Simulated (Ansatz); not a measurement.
# Ta: the cost of one run

Computed with Ansatz 0.2.0 (DFT PBEsol, scalar-relativistic, plane waves, PAW, unless a step's input says otherwise).

5 further runs of the same task are left out: 1 that didn't finish, 4 set aside as unsound or not needed.

**1. The structure to begin with**

It takes space group Im-3m (No. 229, cubic). The conventional cell has a = 3.284 Å, b = 3.284 Å, c = 3.284 Å, α = 90.00°, β = 90.00°, γ = 90.00°. Ta (site symmetry m-3m) is surrounded by 8 Ta at 2.84 Å.

Structure file:

```xyz
1
Lattice="-1.6419 1.6419 1.6419 1.6419 -1.6419 1.6419 1.6419 1.6419 -1.6419" Properties=species:S:1:pos:R:3 pbc="T T T"
Ta    0.0000    0.0000    0.0000
```

This cell was relaxed beforehand with the same method: volume 17.70 Å³/atom, gap on the mesh none (metal).

**2. Relaxing at 3 GPa**

At a set pressure the run lowers the enthalpy E + PV, so the energy alone may rise along the way.

input.yaml reads:

```yaml
crystal:
  lattice:
    - [-1.6418650284, 1.6418650284, 1.6418650284]
    - [1.6418650284, -1.6418650284, 1.6418650284]
    - [1.6418650284, 1.6418650284, -1.6418650284]
  atoms:
    - { symbol: Ta, position: [0.0, 0.0, 0.0] }
basis:
  ecutwfc: 420
kpoints:
  mp_grid: { grid: [20, 20, 20] }
hamiltonian:
  xc: pbesol
scf:
  occupations: { method: fermi_dirac, width: 0.15 }
output:
  forces: true
  stress: true
  eigenvalues: true
relax:
  adjacent_minimum: "off"
  f_tol: 0.001
  max_steps: 60
  cell: { stress_tol: 0.02, p_target: 3.0 }
```

Launch:

```console
$ ansatz run input.yaml --threads 1 --pin off --max-ram 3072MiB --backend cpu --events-out ev --progress --plain --runs-dir out
```

Q: Estimate wall time and peak memory on 1 thread of AMD EPYC 9R45 (Zen 5), shared host.

About 6.6 s, with a peak of 0.41 GiB.
